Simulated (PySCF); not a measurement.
# Si2H6Se: NMR shieldings

Wanted: NMR shieldings for Si2H6Se (`[SiH3][Se][SiH3]`).

Programs: PySCF 2.14.0, with routines of our own; each step states its level. All values are computed. Atoms count from 0.

### 1 The starting structure

9 atoms, charge 0, multiplicity 1; geometry from: GFN2-xTB.

### 2 Geometry optimisation at PBE0-D3(BJ)/def2-SVP

The job: settings as JSON, then the geometry in Å.

```
{"job": {"xc": "PBE0", "basis": "def2-SVP", "d3": "d3bj", "grid": 1, "maxiter": 30, "shake": 0.01, "kind": "geom"}, "charge": 0, "multiplicity": 1}
Si     1.671110     0.514330     0.410120
Se     0.022850     0.776570    -1.184740
Si    -1.666990    -0.524510    -0.350730
H      2.030090    -0.873240     0.490310
H      2.747540     1.350090    -0.091520
H      1.113370     1.019410     1.676640
H     -1.135930    -1.889780    -0.219100
H     -2.701480    -0.398740    -1.324270
H     -2.022760     0.008710     0.986800
```

The run is started by

```console
$ OMP_NUM_THREADS=1 python heavy_run.py task.json out
```

The driver reads the jobs from task.json and runs them one after another.

The program printed:

```text
step   0  E = -2983.16778600  max force = 0.030367
step   1  E = -2983.17347381  max force = 0.008450
step   2  E = -2983.17436917  max force = 0.001906
step   3  E = -2983.17442201  max force = 0.000369
step   4  E = -2983.17442543  max force = 0.000194
optimisation converged
```

It took 17 s on 1 thread of Arm Neoverse V1, shared host; peak memory 0.4 GiB.

Along the way:

```
step  energy from step 0 (eV)  largest force component (eV/Å)
   0                   0.0000                          1.5615
   1                  -0.1548                          0.4345
   2                  -0.1791                          0.0980
   3                  -0.1806                          0.0190
   4                  -0.1807                          0.0100
```

Distances of close pairs at the start and the end, largest changes first:

```csv
bond,before (Å),after (Å),change (Å)
Si2–H7,1.426,1.490,+0.064
Si0–H3,1.435,1.494,+0.058
Si0–H4,1.452,1.490,+0.038
Si0–Se1,2.308,2.286,-0.023
Si2–H6,1.471,1.493,+0.023
Si0–H5,1.473,1.493,+0.020
Si2–H8,1.483,1.494,+0.010
Se1–Si2,2.290,2.285,-0.005
```

The end geometry stands in the next job.

| at the end point | value |
| --- | --- |
| point group (found at 0.08 Å tolerance) | C2 |
| rotational constants (GHz, main isotopes) | 5.285, 2.593, 1.814 |
| dipole moment (D) | 0.99 |

### 3 NMR shieldings: PBE/pcSseg-1 Se:us-x2c-TZVPall-2c, spin–orbit

The job: settings as JSON, then the geometry in Å.

```
{"job": {"kind": "hnmr", "xc": "PBE", "basis": {"default": "pcSseg-1", "Se": "us-x2c-TZVPall-2c"}, "rel": "so"}, "charge": 0, "multiplicity": 1}
Si     1.624983     0.718827     0.535213
Se     0.170645     0.919260    -1.216606
Si    -1.373392    -0.553826    -0.399351
H      2.050395    -0.701590     0.714696
H      2.801654     1.566605     0.192037
H      1.000524     1.197534     1.804363
H     -0.797745    -1.927254    -0.287496
H     -2.501911    -0.551269    -1.372666
H     -1.855030    -0.123858     0.947524
```

Level: PBE/pcSseg-1 Se:us-x2c-TZVPall-2c GIAO NMR shielding, X2C with spin-orbit coupling, screened-nuclear two-electron part, Gaussian nuclei, gas phase.

The program printed:

```text
spin-free SCF
coarse grid: 34992 points
cycle   1  E = -3012.9349168941  dE = -1.702e-01  |g| = 3.187e-01  |ddm| = 2.773e+00
cycle   2  E = -3012.9299934006  dE =  4.923e-03  |g| = 2.588e-01  |ddm| = 6.691e-01
cycle   3  E = -3012.9449023254  dE = -1.491e-02  |g| = 1.613e-01  |ddm| = 5.207e-01
cycle   4  E = -3012.9516018803  dE = -6.700e-03  |g| = 1.418e-02  |ddm| = 1.719e-01
cycle   5  E = -3012.9516159957  dE = -1.412e-05  |g| = 3.058e-03  |ddm| = 1.262e-02
cycle   6  E = -3012.9516197136  dE = -3.718e-06  |g| = 3.968e-04  |ddm| = 4.937e-03
final grid: 69160 points
cycle   7  E = -3012.9515304401  dE = -5.653e-08  |g| = 4.340e-04  |ddm| = 1.776e-03
cycle   8  E = -3012.9515303154  dE =  1.247e-07  |g| = 7.136e-04  |ddm| = 1.694e-03
cycle   9  E = -3012.9515305156  dE = -2.003e-07  |g| = 1.544e-04  |ddm| = 1.042e-03
cycle  10  E = -3012.9515305182  dE = -2.511e-09  |g| = 9.238e-06  |ddm| = 1.001e-04
converged SCF energy = -3012.9515305182
two-component SCF
cycle   1  E = -3012.8968402483  dE = -3.013e+03  |FDS-SDF| = 8.057e+00
cycle   2  E = -3013.0142795363  dE = -1.174e-01  |FDS-SDF| = 7.446e-03
cycle   3  E = -3013.0142795812  dE = -4.493e-08  |FDS-SDF| = 1.635e-03
cycle   4  E = -3013.0142795002  dE =  8.106e-08  |FDS-SDF| = 1.414e-03
cycle   5  E = -3013.0142797097  dE = -2.095e-07  |FDS-SDF| = 1.748e-04
cycle   6  E = -3013.0142797205  dE = -1.088e-08  |FDS-SDF| = 2.911e-05
converged, E = -3013.0142797205

Field gradients (au) and densities at the nuclei (bohr^-3)
atom        Vxx        Vyy        Vzz        centre      nuclear mean
  0 Si    -0.2476    -0.2581     0.5058       1576.056       1576.037
  1 Se     1.3255     2.7499    -4.0754      35340.759      35316.840
  2 Si    -0.2472    -0.2575     0.5047       1576.056       1576.036
  3 H     -0.0694    -0.0718     0.1412          0.356          0.356
  4 H     -0.0704    -0.0731     0.1436          0.356          0.356
  5 H     -0.0698    -0.0717     0.1415          0.356          0.356
  6 H     -0.0698    -0.0717     0.1414          0.356          0.356
  7 H     -0.0704    -0.0732     0.1436          0.356          0.356
  8 H     -0.0694    -0.0718     0.1412          0.356          0.356
without picture change
  1 Se                          -4.2024                     53243.254

Core orbital energies (eV)
atom   shell        mean    spread
  0 Si 1s        -1784.818   0.000
  0 Si 2s         -138.830   0.000
  0 Si 3s          -14.677   0.000
  0 Si 2p1/2       -95.364   0.000
  0 Si 2p3/2       -94.740   0.048
  1 Se 1s       -12490.877   0.000
  1 Se 2s        -1605.579   0.000
  1 Se 3s         -212.238   0.000
  1 Se 4s          -17.815   0.000
  1 Se 2p1/2     -1440.099   0.000
  1 Se 2p3/2     -1398.840   0.045
  1 Se 3p1/2      -155.710   0.000
  1 Se 3p3/2      -149.874   0.143
  1 Se 3d3/2       -52.537   0.160
  1 Se 3d5/2       -51.689   0.204
  2 Si 1s        -1784.816   0.000
  2 Si 2s         -138.828   0.000
  2 Si 3s          -14.677   0.000
  2 Si 2p1/2       -95.363   0.000
  2 Si 2p3/2       -94.738   0.048

Shielding tensors (ppm)
atom      isotropic    diamagn.    paramagn.     s11        s22        s33       span
  0 Si      386.98      865.70     -478.72     346.26     371.06     443.63      97.36
  1 Se     2636.89     2878.02     -241.13    2581.35    2626.59    2702.72     121.37
  2 Si      387.09      865.77     -478.68     346.46     371.13     443.69      97.23
  3 H        26.67       28.41       -1.74      23.46      24.01      32.54       9.07
  4 H        26.48       27.58       -1.10      23.08      23.79      32.57       9.49
  5 H        26.67       28.33       -1.66      23.53      23.89      32.59       9.06
  6 H        26.67       28.51       -1.84      23.52      23.90      32.59       9.07
  7 H        26.48       27.77       -1.29      23.08      23.78      32.58       9.49
  8 H        26.66       28.54       -1.88      23.45      24.00      32.54       9.10
```

Run time: 25 s. Hardware: 1 thread of Arm Neoverse V1, shared host; peak memory 0.85 GiB.

From this job:

| quantity | value |
| --- | --- |
| energy from spin-orbit coupling | -0.0627 Eh |

### 4 NMR shieldings: PBE/pcSseg-1 Se:us-x2c-TZVPall-2c, spin-free

The job, as its differences from that of step 3:

```diff
@@ -1,2 +1,2 @@
-{"job": {"kind": "hnmr", "xc": "PBE", "basis": {"default": "pcSseg-1", "Se": "us-x2c-TZVPall-2c"}, "rel": "so"}, "charge": 0, "multiplicity": 1}
+{"job": {"kind": "hnmr", "xc": "PBE", "basis": {"default": "pcSseg-1", "Se": "us-x2c-TZVPall-2c"}, "rel": "sf"}, "charge": 0, "multiplicity": 1}
 Si     1.624983     0.718827     0.535213
```

With the program's defaults for keys left out, this is: PBE/pcSseg-1 Se:us-x2c-TZVPall-2c GIAO NMR shielding, spin-free X2C, Gaussian nuclei, gas phase.

The program printed:

```text
spin-free SCF
coarse grid: 34992 points
cycle   1  E = -3012.9349168941  dE = -1.702e-01  |g| = 3.187e-01  |ddm| = 2.773e+00
cycle   2  E = -3012.9299934006  dE =  4.923e-03  |g| = 2.588e-01  |ddm| = 6.691e-01
cycle   3  E = -3012.9449023254  dE = -1.491e-02  |g| = 1.613e-01  |ddm| = 5.207e-01
cycle   4  E = -3012.9516018803  dE = -6.700e-03  |g| = 1.418e-02  |ddm| = 1.719e-01
cycle   5  E = -3012.9516159957  dE = -1.412e-05  |g| = 3.058e-03  |ddm| = 1.262e-02
cycle   6  E = -3012.9516197136  dE = -3.718e-06  |g| = 3.968e-04  |ddm| = 4.937e-03
final grid: 69160 points
cycle   7  E = -3012.9515304401  dE = -5.653e-08  |g| = 4.340e-04  |ddm| = 1.776e-03
cycle   8  E = -3012.9515303154  dE =  1.247e-07  |g| = 7.136e-04  |ddm| = 1.694e-03
cycle   9  E = -3012.9515305156  dE = -2.003e-07  |g| = 1.544e-04  |ddm| = 1.042e-03
cycle  10  E = -3012.9515305182  dE = -2.511e-09  |g| = 9.238e-06  |ddm| = 1.001e-04
converged SCF energy = -3012.9515305182
check of the scalar solution
cycle   1  E = -3012.9515305181  dE = -3.013e+03  |FDS-SDF| = 9.238e-06
cycle   2  E = -3012.9515305181  dE =  5.184e-11  |FDS-SDF| = 1.192e-05
converged, E = -3012.9515305181

Field gradients (au) and densities at the nuclei (bohr^-3)
atom        Vxx        Vyy        Vzz        centre      nuclear mean
  0 Si    -0.2478    -0.2584     0.5062       1576.059       1576.040
  1 Se     1.3256     2.7507    -4.0763      35338.548      35314.629
  2 Si    -0.2474    -0.2577     0.5051       1576.059       1576.040
  3 H     -0.0694    -0.0718     0.1412          0.356          0.356
  4 H     -0.0704    -0.0731     0.1436          0.356          0.356
  5 H     -0.0698    -0.0717     0.1415          0.356          0.356
  6 H     -0.0698    -0.0717     0.1414          0.356          0.356
  7 H     -0.0704    -0.0732     0.1436          0.356          0.356
  8 H     -0.0694    -0.0718     0.1412          0.356          0.356
without picture change
  1 Se                          -4.2035                     53243.687

Core orbital energies (eV)
atom   shell        mean    spread
  0 Si 1s        -1784.818   0.000
  0 Si 2s         -138.830   0.000
  0 Si 3s          -14.677   0.000
  0 Si 2p          -94.949   0.078
  1 Se 1s       -12491.051   0.000
  1 Se 2s        -1605.609   0.000
  1 Se 3s         -212.244   0.000
  1 Se 4s          -17.816   0.000
  1 Se 2p        -1412.387   0.074
  1 Se 3p         -151.789   0.230
  1 Se 3d          -52.030   0.229
  2 Si 1s        -1784.817   0.000
  2 Si 2s         -138.829   0.000
  2 Si 3s          -14.677   0.000
  2 Si 2p          -94.947   0.078

Shielding tensors (ppm)
atom      isotropic    diamagn.    paramagn.     s11        s22        s33       span
  0 Si      383.76      875.48     -491.72     332.43     367.31     451.54     119.11
  1 Se     2378.04     3014.65     -636.61    2322.31    2362.86    2448.96     126.66
  2 Si      383.80      875.60     -491.80     332.48     367.28     451.63     119.15
  3 H        26.40       28.42       -2.02      22.51      24.14      32.55      10.04
  4 H        26.33       27.63       -1.30      22.40      23.93      32.67      10.27
  5 H        26.38       28.34       -1.96      22.41      24.12      32.61      10.20
  6 H        26.38       28.52       -2.14      22.42      24.12      32.60      10.18
  7 H        26.33       27.81       -1.48      22.40      23.93      32.67      10.27
  8 H        26.39       28.55       -2.16      22.49      24.13      32.56      10.06
```

Run time: 9.3 s. Hardware: 1 thread of Arm Neoverse V1, shared host; peak memory 0.77 GiB.

### 5 Shieldings side by side

```
                                                  run     Se1    Si2    Si0    H5    H6    H3    H8   time
step 3, PBE/pcSseg-1 Se:us-x2c-TZVPall-2c, spin–orbit  2636.9  387.1  387.0  26.7  26.7  26.7  26.7   25 s
 step 4, PBE/pcSseg-1 Se:us-x2c-TZVPall-2c, spin-free  2378.0  383.8  383.8  26.4  26.4  26.4  26.4  9.3 s
```

### 6 What came out

| quantity | value |
| --- | --- |
| point group | C2 |
| rotational constants (main isotopes) | 5.29, 2.59, 1.81 GHz |
| energy from spin-orbit coupling (step 3, PBE/pcSseg-1 Se:us-x2c-TZVPall-2c, spin–orbit) | -0.0627 Eh |
| shieldings (step 3, PBE/pcSseg-1 Se:us-x2c-TZVPall-2c, spin–orbit) | Si0 387.0, Se1 2636.9, Si2 387.1 ppm |
| shieldings (step 4, PBE/pcSseg-1 Se:us-x2c-TZVPall-2c, spin-free) | Si0 383.8, Se1 2378.0, Si2 383.8 ppm |

Relaxing lowered the energy by 0.181 eV in 4 steps; the close pair that moved most is Si2–H7, from 1.426 to 1.490 Å. In step 3, Se1 has the widest tensor, 121 ppm. Se1 moves most between the runs, by 259 ppm; the labels say what changes from run to run.
